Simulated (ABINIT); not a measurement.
## WS in ABINIT: convergence with smearing width

Input of the first run (smearing width 0.272 eV); the others differ in this setting and in those tied to it:

run.abi

```
pp_dirpath "./"
pseudos "W_ONCV_PBE-1.2.upf, S_ONCV_PBE-1.2.upf"

acell 3*1.0
rprim
     5.6840883130     0.0000000000     0.0000000000
     0.0000000000     5.6840883130     0.0000000000
     0.0000000000     0.0000000000     5.6840883130
ntypat 2
znucl 74 16
natom 2
typat 1 2
xred
     0.5000000000     0.5000000000     0.5000000000
     0.0000000000     0.0000000000     0.0000000000

ecut 30.0

kptopt 1
ngkpt 9 9 9
nshiftk 1
shiftk 0.0 0.0 0.0

ixc 11

nband 21
occopt 6
tsmear 0.00999582

nstep 100
tolvrs 1.0e-10

iomode 3
prtwf 0
prtden 0
prteig 0
prtebands 0
enunit 1
```

Potentials or basis: SG15 NC PBE v1.2.

Run with:

```bash
$ abinit run.abi > log 2>&1
```

The cell was built by a generator and needn't be a form met in nature.

Hardware: 1 thread of AMD EPYC 9R45 96-Core Processor (Zen 5), on a shared host.

| smearing width | energy less the tightest run (meV/atom) | pressure (GPa) | SCF cycles | CPU time (s) | peak memory (GiB) |
| --- | --- | --- | --- | --- | --- |
| 0.272 eV | -1.15 | 1.09 | 9 | 14 | 0.07 |
| 0.2 eV | -0.36 | 1.19 | 9 | 14 | 0.07 |
| 0.136 eV | 0.04 | 1.26 | 9 | 14 | 0.07 |
| 0.1 eV | 0.11 | 1.27 | 9 | 14 | 0.07 |
| 0.05 eV | 0.06 | 1.26 | 9 | 14 | 0.07 |
| 0.025 eV | 0.00 | 1.28 | 9 | 14 | 0.07 |
| 0.01 eV | 0.00 | 1.26 | 9 | 14 | 0.07 |

Against the tightest run, the energy stays within 1 meV/atom from 0.2 eV on; the pressure stays within 0.1 GPa from 0.2 eV on. Narrower smearing needs a denser k mesh, so at a fixed mesh the narrowest width isn't the most accurate. The tightest run that finished is the yardstick and may itself not be fully converged.

The run has no spin-orbit coupling, so splittings on W are missing.
